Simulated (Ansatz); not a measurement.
**KO radical: small, medium and large basis sets**

One table from this session's results is given with a row withheld; the runs are named, their logs left out.

Program: Ansatz 0.2.0, Gaussian basis. Level of theory: one geometry, several basis sets. These are calculated values, not measurements.

Levels to be run: PBE0-D4/def2-SVP; ωB97M-V/def2-SVP; PBE0-D4/def2-QZVPP; ωB97M-V/def2-QZVPP; the functionals' def2-TZVPP values are taken from earlier runs.

**The geometry**

The geometry comes from an earlier relaxation with PBE0-D4 in a triple-zeta def2 set; it is a stationary point.

SMILES `[O][K]`, 2 atoms, charge 0, spin multiplicity 2.

Atoms are counted from 1 here; the program's logs count them from 0.

Bond lengths: O1–K2 2.186 Å.

Set-up of the first run:

in.yaml

```yaml
crystal:
  periodic: [false, false, false]
  atoms:
    - {symbol: O, position_ang: [0.932180, -0.311662, 0.477639]}
    - {symbol: K, position_ang: [-0.932180, 0.311662, -0.477639]}
basis:
  gaussian: {orbitals: def2-SVP}
magnetization: {spin_polarized: true, initial_magnetization: 1}
hamiltonian: {xc: pbe0, dispersion: d4}
output: {orbitals: {seedname: orbitals}}
```

Launch:

```bash
> ansatz run in.yaml --threads 2 --pin off --events-out ev --progress --plain --max-ram 32768MiB --backend cpu
```

Among the steps run: PBE0-D4 in def2-SVP; ωB97M-V in def2-SVP; PBE0-D4 in def2-QZVPP; ωB97M-V in def2-QZVPP.

One table of the session follows, with a row left open; its other results are not shown here.

It belongs to the step «Density functionals: the series». 

```
functional       basis  HOMO (eV)  LUMO (eV)
   PBE0-D4    def2-SVP      -4.24      -1.15
   PBE0-D4  def2-TZVPP      -4.72      -1.15
   PBE0-D4  def2-QZVPP      -4.84      -1.15
   ωB97M-V    def2-SVP      -6.67      -0.60
   ωB97M-V  def2-TZVPP      -7.19      -0.61
   ωB97M-V  def2-QZVPP          ?          ?
```

**Question.** Estimate the row for ωB97M-V, def2-QZVPP.

**Answer.** HOMO (eV): -7.32; LUMO (eV): -0.65. In the column «HOMO (eV)» it is the lowest.
